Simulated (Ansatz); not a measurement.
# AsF (triplet): from Hartree-Fock to the top rungs, cc-pVDZ

One table from this session's results is given with a row withheld; the runs are named, their logs left out.

The runs use Ansatz 0.2.0, Gaussian basis; cc-pVDZ, core rule «outside noble gas», up to 15 orbitals frozen.

To be run: UHF; CCSD(T) on ROHF; CCSD(T) on UHF; BCCD(T) on ROHF; CISD; CCSDT(Q) on ROHF; CCSDT(Q) on UHF; CASSCF and MRCISD+Q, 12 electrons in 8 orbitals; CASSCF and NEVPT2, 12 electrons in 8 orbitals.

8 further runs of the same task are left out: 1 that didn't finish, 7 set aside as unsound or not needed.

**The geometry**

The geometry is a PBE0/def2-TZVP stationary point (not a proven minimum) of the parent state, kept for this charge and spin. No spin-orbit coupling is included. The filled d shell of As may be among the frozen orbitals whatever the setting's name suggests; the logs give the count.

2 atoms, charge 0, spin multiplicity 3.

Atoms are counted from 1 here; the program's logs count them from 0.

Bond lengths: F1–As2 1.737 Å.

The first run:

Contents of in.yaml:

```yaml
crystal:
  periodic: [false, false, false]
  atoms:
    - {symbol: F, position_ang: [0.000000, 0.000000, 0.000000]}
    - {symbol: As, position_ang: [0.000000, 0.000000, 1.737000]}
basis:
  gaussian: {orbitals: cc-pVDZ}
magnetization: {spin_polarized: true, initial_magnetization: 2}
hamiltonian: {xc: hf}
output: {orbitals: {seedname: orbitals}}
```

On the command line:

```
$ ansatz run in.yaml --threads 1 --pin off --events-out ev --progress --plain --max-ram 2393MiB
```

Steps of the session up to this table: UHF; CCSD(T) on ROHF; CCSD(T) on UHF; BCCD(T) on ROHF; CISD; CCSDT(Q) on ROHF; CCSDT(Q) on UHF; CASSCF and MRCISD+Q, 12 electrons in 8 orbitals; CASSCF and NEVPT2, 12 electrons in 8 orbitals.

One of the session's tables, all rows but one given; the rest of the session is left out.

| method | from UCCSDT(Q) (kcal/mol) |
| --- | --- |
| ROHF | +176.79 |
| UHF | +173.59 |
| RMP2 | +12.66 |
| UMP2 | ? |
| RCCSD | +4.26 |
| UCCSD | +4.06 |
| RCCSD(T) | +0.92 |
| UCCSD(T) | +0.75 |
| BCCD(T) | +0.84 |
| RCCSDT | +0.60 |
| UCCSDT | +0.42 |
| RCCSDT(Q) | +0.26 |
| UCCSDT(Q) | 0 |
| CASSCF valence | +157.36 |
| NEVPT2 valence | +23.73 |
| MRCISD valence | +11.51 |
| MRCISD+Q valence | +1.63 |

Q: Estimate the row for UMP2 from the others.

The run gave: from UCCSDT(Q) (kcal/mol): +12.92. In the column «from UCCSDT(Q) (kcal/mol)» it lies between RMP2 (+12.66) and NEVPT2 valence (+23.73).

Among the levels timed on like hardware and quicker than the yardstick, those that no quicker one beats, quickest first: BCCD(T) (1.8 s, +0.84 kcal/mol); UCCSD(T) (2.7 s, +0.75 kcal/mol).

Not comparable, so not listed: CISD (they don't share determinant, frozen orbitals or solution with the rows shown, or repeat one).

To keep in mind: Of the multireference levels listed MRCISD+Q valence comes nearest in total energy (+1.63 kcal/mol), which doesn't show that its space is the better one. Restricted and unrestricted rows rest on different reference determinants; where their highest levels disagree by more than a few hundredths of an eV, they describe different states and don't form one ladder.
